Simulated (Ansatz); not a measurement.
# Alloy of ZnGa2O4 and ZnAl2O4 (4 of 16 Ga sites exchanged), 56 atoms

Wanted: the relaxed alloy cell and its gap (PBEsol and HSE06).

Method: density functional theory in Ansatz 0.2.0, PAW datasets, plane waves.

### 1 The starting cell

56 atoms (8 Zn, 4 Al, 32 O, 12 Ga); a = 8.278 Å, b = 8.278 Å, c = 8.278 Å, α = 90.00°, β = 90.00°, γ = 90.00°. All atoms were shaken off their sites by about 0.02 Å along each axis.

The runs, in order: (2) PBEsol cell relaxation at the single k point (¼, ¼, ¼), on 1 × NVIDIA H100 80GB HBM3 with 2 threads of AMD EPYC 7R13; (3) HSE06 single point at the single k point (¼, ¼, ¼), on 1 × NVIDIA H100 80GB HBM3 with 2 threads of AMD EPYC 7R13.

### 2 PBEsol relaxation of the cell and the positions

Input file in.yaml:

```yaml
crystal:
  lattice:
    - [8.277714, 0.000000, 0.000000]
    - [0.000000, 8.277714, 0.000000]
    - [0.000000, 0.000000, 8.277714]
  atoms:
    - { symbol: Zn, position: [0.876147, 0.375885, 0.372892] }
    - { symbol: Zn, position: [0.371420, 0.873534, 0.370769] }
    - { symbol: Zn, position: [0.377174, 0.376695, 0.873213] }
    - { symbol: Zn, position: [0.126606, 0.126982, 0.127002] }
    - { symbol: Zn, position: [0.873871, 0.881554, 0.875830] }
    - { symbol: Zn, position: [0.623986, 0.624629, 0.129081] }
    - { symbol: Zn, position: [0.623904, 0.123195, 0.626176] }
    - { symbol: Zn, position: [0.124463, 0.620829, 0.622114] }
    - { symbol: Al, position: [0.500506, 0.002738, 0.998593] }
    - { symbol: Al, position: [0.749828, 0.246712, 0.000855] }
    - { symbol: Al, position: [0.249300, 0.749448, 0.000719] }
    - { symbol: Al, position: [0.001385, 0.250956, 0.748239] }
    - { symbol: O, position: [0.512202, 0.013786, 0.239202] }
    - { symbol: O, position: [0.737175, 0.237438, 0.236383] }
    - { symbol: O, position: [0.516973, 0.235980, 0.015044] }
    - { symbol: O, position: [0.739901, 0.012523, 0.012395] }
    - { symbol: O, position: [0.011680, 0.516106, 0.240118] }
    - { symbol: O, position: [0.239474, 0.736812, 0.238535] }
    - { symbol: O, position: [0.008961, 0.739276, 0.014000] }
    - { symbol: O, position: [0.237409, 0.515451, 0.012947] }
    - { symbol: O, position: [0.009155, 0.013667, 0.733994] }
    - { symbol: O, position: [0.235068, 0.237880, 0.739742] }
    - { symbol: O, position: [0.010137, 0.237353, 0.513917] }
    - { symbol: O, position: [0.239156, 0.011990, 0.508285] }
    - { symbol: O, position: [0.260827, 0.263754, 0.267382] }
    - { symbol: O, position: [0.488697, 0.487295, 0.261411] }
    - { symbol: O, position: [0.491474, 0.262471, 0.489026] }
    - { symbol: O, position: [0.261877, 0.491773, 0.490306] }
    - { symbol: O, position: [0.511429, 0.514654, 0.739293] }
    - { symbol: O, position: [0.737424, 0.737392, 0.735268] }
    - { symbol: O, position: [0.515484, 0.733894, 0.511521] }
    - { symbol: O, position: [0.741795, 0.511410, 0.508956] }
    - { symbol: O, position: [0.762295, 0.759605, 0.261500] }
    - { symbol: O, position: [0.984805, 0.988519, 0.260709] }
    - { symbol: O, position: [0.988835, 0.763614, 0.487405] }
    - { symbol: O, position: [0.763853, 0.989462, 0.486510] }
    - { symbol: O, position: [0.761765, 0.260476, 0.764893] }
    - { symbol: O, position: [0.990158, 0.488740, 0.758184] }
    - { symbol: O, position: [0.986291, 0.259693, 0.986880] }
    - { symbol: O, position: [0.762958, 0.487213, 0.987356] }
    - { symbol: O, position: [0.263821, 0.762761, 0.762622] }
    - { symbol: O, position: [0.490924, 0.987921, 0.763294] }
    - { symbol: O, position: [0.490917, 0.765178, 0.989571] }
    - { symbol: O, position: [0.256694, 0.989521, 0.989511] }
    - { symbol: Ga, position: [0.754695, 0.999688, 0.244469] }
    - { symbol: Ga, position: [0.001813, 0.502074, 0.001123] }
    - { symbol: Ga, position: [0.000414, 0.001203, 0.498837] }
    - { symbol: Ga, position: [0.495380, 0.501037, 0.503682] }
    - { symbol: Ga, position: [0.249886, 0.250998, 0.500601] }
    - { symbol: Ga, position: [0.251015, 0.500695, 0.251351] }
    - { symbol: Ga, position: [0.499458, 0.250179, 0.252603] }
    - { symbol: Ga, position: [0.750167, 0.753526, 0.501791] }
    - { symbol: Ga, position: [0.250742, 0.000691, 0.747768] }
    - { symbol: Ga, position: [0.748322, 0.502683, 0.753126] }
    - { symbol: Ga, position: [0.997039, 0.754823, 0.247704] }
    - { symbol: Ga, position: [0.506888, 0.750910, 0.749556] }
  symmetry: { detect: false }
kpoints:
  mp_grid: { grid: [1, 1, 1], shift: [0.25, 0.25, 0.25] }
hamiltonian:
  xc: pbesol
scf:
  occupations: { method: fermi_dirac, width: 0.01 }
relax:
  f_tol: 0.03
  max_steps: 80
  escape_saddle: false
  adjacent_minimum: "off"
  cell: { fix: [shape] }
output:
  forces: true
  eigenvalues: true
  populations: true
```

On the command line:

```
$ ansatz run in.yaml --threads 2 --pin off --max-ram 30400MiB --runs-dir r --events-out ev --progress --plain --backend cuda --devices 0, --max-vram 18GiB
```

Log:

```text
Pseudopotentials: kind: paw
Functional definition: PBEsol
  exchange = pbesol_x
  correlation = pbesol_c
Crystal: 56 atoms, lattice volume = 567.194 Å³
Basis set: ecut = 420 eV, 11067 PW (Γ), exchange–correlation on 120×120×120 points (8 copies of the dense FFT grid, shifted against one another)
Bands: 284, of which v1, the nominal top of the filled ones, is band 228 counted from 1 (227 counted from 0)
Symmetry: 1 space group operations
k-points: 1
Non-local potential: Zn, projectors of the file, l = 0: 2, l = 1: 2, l = 2: 3, l = 3: 1
Non-local potential: Al, projectors of the file, l = 0: 2, l = 1: 2, l = 2: 1
Non-local potential: O, projectors of the file, l = 0: 2, l = 1: 2, l = 2: 1
Non-local potential: Ga, projectors of the file, l = 0: 2, l = 1: 2, l = 2: 3, l = 3: 1
PAW form: soft (Blöchl's): semilocal exchange-correlation on the pseudo side does not see the compensation charge
PAW frozen core: Zn, regenerated for the run's functional, and the local potential with it (the file was generated under x = pbe(κ = 0.804, μ = 0.2195149727645171), c = pbe(β = 0.06672455060314922))
PAW frozen core: Al, regenerated for the run's functional, and the local potential with it (the file was generated under x = pbe(κ = 0.804, μ = 0.2195149727645171), c = pbe(β = 0.06672455060314922))
PAW frozen core: O, regenerated for the run's functional, and the local potential with it (the file was generated under x = pbe(κ = 0.804, μ = 0.2195149727645171), c = pbe(β = 0.06672455060314922))
PAW frozen core: Ga, regenerated for the run's functional, and the local potential with it (the file was generated under x = pbe(κ = 0.804, μ = 0.2195149727645171), c = pbe(β = 0.06672455060314922))
PAW one-centre angular grid: Zn, 590 points (default); XC on 64 Gauss nodes
PAW one-centre angular grid: Al, 110 points (default); XC on 64 Gauss nodes
PAW one-centre angular grid: O, 110 points (default); XC on 64 Gauss nodes
PAW one-centre angular grid: Ga, 590 points (default); XC on 64 Gauss nodes
Initial density: superposition of atomic densities (neutral atoms: chi_scale 0, normalization atom), corrected by the library's trained network
Initial wavefunctions: pseudopotential atomic-orbital guess
Functional: x = pbesol(κ = 0.804, μ = 0.12345679012345678), c = pbesol(β = 0.046)
SCF iter   1: F=—  HF=-91243.970076 eV  |F-HF|=—  |Δ(HF+E_count)|=         —  Δρ=1.69e-2  dr2=1.24e0  ethr=1.77e-3  ⟨swp⟩=6.0  Hψ=1104  notcnv=0  defer=5
preconditioner: auto → Resta (q_TF=auto, 2.631 Å⁻¹)  ε∞=5.1  [insulator: Δε(μ)=3.866 eV  Ē_g=16.385 eV  σ=0.010 eV  W_gap=1.00  n_scr=178 (ndim 8)  ℏωp=33.3 eV  f_vac=0.013  D(μ)=0.00/eV (n_scr^D=0)  ε∞_Penn≈5.1]
SCF iter   2: F=—  HF=-91243.611994 eV  |F-HF|=—  |Δ(HF+E_count)|=   3.58e-1  Δρ=2.26e-3  dr2=1.57e-2  ethr=2.71e-4  ⟨swp⟩=2.0  Hψ=456  notcnv=0  defer=52
SCF iter   3: F=—  HF=-91243.612151 eV  |F-HF|=—  |Δ(HF+E_count)|=   1.57e-4  Δρ=1.23e-3  dr2=5.45e-3  ethr=3.44e-6  ⟨swp⟩=2.0  Hψ=432  notcnv=0  defer=52
SCF iter   4: F=—  HF=-91243.613583 eV  |F-HF|=—  |Δ(HF+E_count)|=   1.43e-3  Δρ=5.12e-4  dr2=9.65e-4  ethr=1.19e-6  ⟨swp⟩=2.0  Hψ=432  notcnv=0  defer=52
SCF iter   5: F=—  HF=-91243.611305 eV  |F-HF|=—  |Δ(HF+E_count)|=   2.28e-3  Δρ=1.20e-4  dr2=8.86e-5  ethr=2.12e-7  ⟨swp⟩=2.0  Hψ=428  notcnv=0  defer=52
SCF iter   6: F=—  HF=-91243.612865 eV  |F-HF|=—  |Δ(HF+E_count)|=   1.56e-3  Δρ=1.05e-4  dr2=3.71e-5  ethr=1.94e-8  ⟨swp⟩=2.0  Hψ=428  notcnv=0  defer=52
SCF iter   7: F=—  HF=-91243.612864 eV  |F-HF|=—  |Δ(HF+E_count)|=   8.97e-7  Δρ=1.54e-5  dr2=1.07e-6  ethr=8.13e-9  ⟨swp⟩=2.0  Hψ=428  notcnv=0  defer=52
SCF iter   8: F=—  HF=-91243.612865 eV  |F-HF|=—  |Δ(HF+E_count)|=   7.08e-7  Δρ=8.22e-6  dr2=3.11e-7  ethr=2.34e-10  ⟨swp⟩=2.0  Hψ=460  notcnv=0  defer=52
SCF iter   9: F=-91243.612865 eV  HF=-91243.612865 eV  |F-HF|=4.21e-8  |Δ(HF+E_count)|=   8.77e-8  Δρ=4.36e-6  dr2=8.51e-8  ethr=2.19e-11  ⟨swp⟩=11.0  Hψ=1340  notcnv=0
SCF 1 converged in 9 iterations: F = -91243.612865 eV  dr2 = 8.51e-8
relax step   1: F+E_penalty+E_count = -91243.61286522 eV  Δ(F+E_penalty+E_count) = +0.000e0 eV  max|allowed force component| = 1.162e0 eV/Å  Δτ_max = 0.0000 Å  P = +0.857 GPa  Ω = 567.194 Å³  fix = [alpha, beta, gamma, b/a, c/a]  reactions: b/a +0.160, c/a +0.033 GPa; alpha +0.216, beta +0.178, gamma +0.356 GPa/rad  (9 SCF iters, dr2 threshold 1.00e-7 eV, accepted)
[... 13 lines left out ...]
relax step   2: F+E_penalty+E_count = -91244.25409401 eV  Δ(F+E_penalty+E_count) = -6.412e-1 eV  max|allowed force component| = 6.205e-1 eV/Å  Δτ_max = 0.0533 Å  P = +0.101 GPa  Ω = 567.964 Å³  energy of the carried Pulay correction = -3.976e-3 eV  fix = [alpha, beta, gamma, b/a, c/a]  reactions: b/a +0.141, c/a +0.018 GPa; alpha +0.209, beta +0.120, gamma +0.469 GPa/rad  (7 SCF iters, dr2 thresho [...]
[... 4 lines left out ...]
relax step   3: F+E_penalty+E_count = -91244.55185993 eV  Δ(F+E_penalty+E_count) = -2.978e-1 eV  max|allowed force component| = 6.268e-2 eV/Å  Δτ_max = 0.0607 Å  P = -0.085 GPa  Ω = 567.567 Å³  energy of the carried Pulay correction = -1.930e-3 eV  fix = [alpha, beta, gamma, b/a, c/a]  reactions: b/a +0.007, c/a +0.028 GPa; alpha +0.236, beta -0.126, gamma +0.595 GPa/rad  (7 SCF iters, dr2 thresho [...]
[... 10 lines left out ...]
relax step   4: F+E_penalty+E_count = -91244.55423568 eV  Δ(F+E_penalty+E_count) = -2.376e-3 eV  max|allowed force component| = 7.662e-3 eV/Å  Δτ_max = 0.0039 Å  P = +0.000 GPa  Ω = 567.310 Å³  energy of the carried Pulay correction = -6.022e-4 eV  fix = [alpha, beta, gamma, b/a, c/a]  reactions: b/a -0.001, c/a +0.041 GPa; alpha +0.215, beta -0.118, gamma +0.603 GPa/rad  (6 SCF iters, dr2 thresho [...]
[... 10 lines left out ...]
relax step   5: F+E_penalty+E_count = -91244.55423571 eV  Δ(F+E_penalty+E_count) = -2.439e-8 eV  max|allowed force component| = 7.674e-3 eV/Å  Δτ_max = 0.0000 Å  P = +0.008 GPa  Ω = 567.310 Å³  fix = [alpha, beta, gamma, b/a, c/a]  reactions: b/a -0.001, c/a +0.044 GPa; alpha +0.207, beta -0.125, gamma +0.596 GPa/rad  stress off target by 7.74e-3 GPa on what of the cell is left free  SCF on the ba [...]
SCF converged after 6 iterations
Free energy (F): -91244.554236 eV
Harris-Foulkes:  -91244.554236 eV  (|F-HF|=1.46e-10)
Internal energy: -91244.554236 eV  (E = F + TS)
E sigma→0 (E₀):  -91244.554236 eV
Fermi energy:    9.883533 eV
--- Per-component energies (eV) ---
  E_band       = 227.861465
  E_kinetic    = 8180.313872
  E_local      = -46217.272210  (includes V_loc(G=0)·N_el)
  E_nonlocal   = 11767.850112
  E_hartree    = 20121.711687
  E_xc         = -4384.408847
  E_vxc        = -4217.278182  (∫ρ·V_xc dr)
  E_paw        = -44575.821641  (= ΣΔE_a)
  E_vpaw       = -9529.252610  (= ΣTr[D̂ρ^β])
  E_aug_tail   = 0.075584  (compensation charges beyond the density's cutoff)
  E_ewald      = -36154.943136
  E_core_change = 17.940342  (= ΣΔE_core)
  E_smearing   = -0.000000  (= −TS)
  E_closure    = -0.000000  (closes the sum)
  Σ components = -91244.554236   (vs F -91244.554236, Δ=0.00e0)
--- Forces (eV/Å), atoms counted from 1 ---
  atom   1  Zn     0.00339964    -0.00169475     0.00192502
  atom   2  Zn    -0.00012214     0.00069334    -0.00551461
  atom   3  Zn    -0.00116687    -0.00370494     0.00225890
  atom   4  Zn    -0.00098114     0.00249201    -0.00386475
  atom   5  Zn     0.00235170     0.00449599    -0.00011312
  atom   6  Zn    -0.00090984     0.00189892    -0.00555549
  atom   7  Zn     0.00202657     0.00139030     0.00605648
  atom   8  Zn    -0.00329911    -0.00255240     0.00284017
  atom   9  Al     0.00073033     0.00079591    -0.00486879
  atom  10  Al     0.00567440    -0.00124995    -0.00108133
  atom  11  Al    -0.00114769     0.00220364    -0.00164713
  atom  12  Al    -0.00263340    -0.00049803     0.00767471
  atom  13  O      0.00314385     0.00060770     0.00007890
  atom  14  O     -0.00056846     0.00074253    -0.00179784
  atom  15  O      0.00097053    -0.00154762     0.00327282
  atom  16  O     -0.00515919    -0.00199659     0.00471864
  atom  17  O     -0.00140930     0.00075702     0.00048088
  atom  18  O     -0.00093253    -0.00068979     0.00424035
  atom  19  O      0.00227455     0.00357336     0.00134274
  atom  20  O      0.00340759     0.00048631     0.00200141
  atom  21  O      0.00103359    -0.00144287    -0.00311927
  atom  22  O     -0.00230591     0.00110882    -0.00352259
  atom  23  O      0.00007996    -0.00098565    -0.00126791
  atom  24  O      0.00063737    -0.00206234    -0.00061018
  atom  25  O      0.00191671     0.00191333     0.00214519
  atom  26  O      0.00171230     0.00089239     0.00172473
  atom  27  O     -0.00083932     0.00115237    -0.00020534
  atom  28  O      0.00125826     0.00246377    -0.00088336
  atom  29  O     -0.00058791     0.00071464    -0.00310868
  atom  30  O      0.00121299     0.00061241    -0.00155826
  atom  31  O     -0.00063649     0.00145422    -0.00306513
  atom  32  O     -0.00193085     0.00090231    -0.00179761
  atom  33  O     -0.00119709    -0.00012961     0.00070366
  atom  34  O     -0.00019221    -0.00180693     0.00125900
  atom  35  O     -0.00134818    -0.00116165     0.00018912
  atom  36  O      0.00037478    -0.00335517    -0.00038818
  atom  37  O     -0.00032063     0.00308421    -0.00030443
  atom  38  O      0.00093114     0.00290951    -0.00053892
  atom  39  O     -0.00044004     0.00382586     0.00014150
  atom  40  O     -0.00361527     0.00171565     0.00183770
  atom  41  O     -0.00057259    -0.00156869    -0.00120232
  atom  42  O     -0.00118271    -0.00215038    -0.00015161
  atom  43  O      0.00133316    -0.00218427    -0.00272240
  atom  44  O     -0.00034516    -0.00259872    -0.00375946
  atom  45  Ga     0.00096814     0.00179721    -0.00207710
  atom  46  Ga     0.00173556    -0.00555703    -0.00296489
  atom  47  Ga    -0.00026095     0.00512002     0.00400843
  atom  48  Ga     0.00255157    -0.00368987     0.00078510
  atom  49  Ga    -0.00163097    -0.00195632     0.00124152
  atom  50  Ga    -0.00243374     0.00008522    -0.00182947
  atom  51  Ga    -0.00661865    -0.00223828    -0.00599636
  atom  52  Ga     0.00123118    -0.00129316     0.00307642
  atom  53  Ga    -0.00035246     0.00389153     0.00546195
  atom  54  Ga     0.00262065    -0.00729375     0.00404062
  atom  55  Ga     0.00171049     0.00173085    -0.00352518
  atom  56  Ga    -0.00013728    -0.00009741     0.00554959
  max |Σ_I F_I| component: 1.38e-5 eV/Å
--- Stress (GPa, compression-positive) ---
       -0.034338      -0.595854       0.125265
       -0.595854       0.006314      -0.207288
        0.125265      -0.207288       0.051241
  P = ⅓ Tr σ = 0.0077 GPa (0.077 kbar)
--- Band table (eV) ---
  k-point 0: bands = [... 216 lower levels ..., "7.4799", "7.5023", "7.5402", "7.5807", "7.6107", "7.6649", "7.6847", "7.7577", "7.8102", "7.8415", "7.8710", "7.8995", "11.8669", "13.4571", "13.5641", "13.6851", "14.4122", "14.4647", "14.4868", "14.5745", "14.6346", "14.6952", "14.7824", "14.8435", ... 44 higher levels ...]
--- Relaxed structure (4 steps of the walk, 4 accepted, 1 SCFs on fresh bases) ---
  F+E_penalty+E_count = -91244.55423571 eV   max|allowed force component| = 7.674e-3 eV/Å   (the final SCF, on the basis selected at the relaxed cell)
  cell:  # Å, volume = 567.3102 Å³
    - [8.278281463818418, 6.762685845207308e-143, 1.6052246157597341e-142]
    - [6.762685845207308e-143, 8.278281463818418, 1.3553274513452122e-143]
    - [1.6052246157597341e-142, 1.3553274513452122e-143, 8.278281463818418]
  atoms:
    - { symbol: Zn, position: [0.8749568960812386, 0.3730940845260649, 0.37303140716414895] }
    - { symbol: Zn, position: [0.3750518113081001, 0.8772578294969678, 0.3729324606155985] }
[... 54 atoms left out; the next input holds them all, rounded ...]
--- Löwdin populations: 56 sites ---
  site symbol       q [e]
     0     Zn     10.4999
     1     Zn     10.4991
     2     Zn     10.5011
     3     Zn     10.5009
     4     Zn     10.5008
     5     Zn     10.5003
     6     Zn     10.4996
     7     Zn     10.4997
     8     Al      1.8159
     9     Al      1.8144
    10     Al      1.8128
    11     Al      1.8124
    12      O      6.8012
    13      O      6.8018
    14      O      6.8414
    15      O      6.8416
    16      O      6.7607
    17      O      6.8030
    18      O      6.8040
    19      O      6.8029
    20      O      6.8039
    21      O      6.8035
    22      O      6.8016
    23      O      6.7620
    24      O      6.7652
    25      O      6.7626
    26      O      6.7648
    27      O      6.7624
    28      O      6.7639
    29      O      6.7651
    30      O      6.7637
    31      O      6.7625
    32      O      6.7639
    33      O      6.7640
    34      O      6.7636
    35      O      6.7639
    36      O      6.8421
    37      O      6.7997
    38      O      6.8423
    39      O      6.8015
    40      O      6.8024
    41      O      6.8028
    42      O      6.8402
    43      O      6.8406
    44     Ga     12.0788
    45     Ga     12.0834
    46     Ga     12.0789
    47     Ga     12.0763
    48     Ga     12.0755
    49     Ga     12.0760
    50     Ga     12.0785
    51     Ga     12.0735
    52     Ga     12.0805
    53     Ga     12.0783
    54     Ga     12.0759
    55     Ga     12.0785
  spilling = 0.005360 (of n_electrons = 456.000000)
```

Run time: 18 s. Hardware: 1 × NVIDIA H100 80GB HBM3 with 2 threads of AMD EPYC 7R13, shared host; peak host memory 1.2 GiB.

Step by step (solves on a freshly chosen basis count as rows, and their energies jump a little):

```csv
accepted step,energy change (eV),largest force component (eV/Å),SCF cycles,pressure (GPa)
1,0.000,1.162,9,0.86
2,-0.641,0.621,7,0.10
3,-0.939,0.063,7,-0.08
4,-0.941,0.008,6,0.00
5,-0.941,0.008,6,0.01
```

Largest shifts, less the median shift:

```csv
atom,shift (Å),dx,dy,dz
O44,0.098,0.088,-0.037,0.022
O19,0.097,0.080,0.014,-0.053
O15,0.083,-0.006,-0.022,-0.080
O13,0.080,-0.017,-0.026,-0.074
O16,0.078,-0.055,0.022,-0.051
O14,0.075,0.031,0.020,-0.065
Zn6,0.074,0.011,0.007,-0.073
O18,0.074,0.014,0.039,-0.061
```

|  | before | after | change |
| --- | --- | --- | --- |
| a (Å) | 8.278 | 8.278 | +0.01 % |
| b (Å) | 8.278 | 8.278 | +0.01 % |
| c (Å) | 8.278 | 8.278 | +0.01 % |
| volume (Å³/atom) | 10.128 | 10.131 | +0.02 % |

Bond lengths by pair after relaxation (within a distance cut, which drops stretched bonds):

```csv
pair,count,mean (Å),spread (Å),least,most
Al–O,24,1.928,0.008,1.916,1.941
Ga–O,72,1.992,0.006,1.980,2.012
O–Zn,32,1.964,0.002,1.960,1.967
```

At the single k point (¼, ¼, ¼) the filled levels end at 7.900 eV and the empty ones begin at 11.867 eV, a spacing of 3.97 eV.

[end of part 1 of 2]
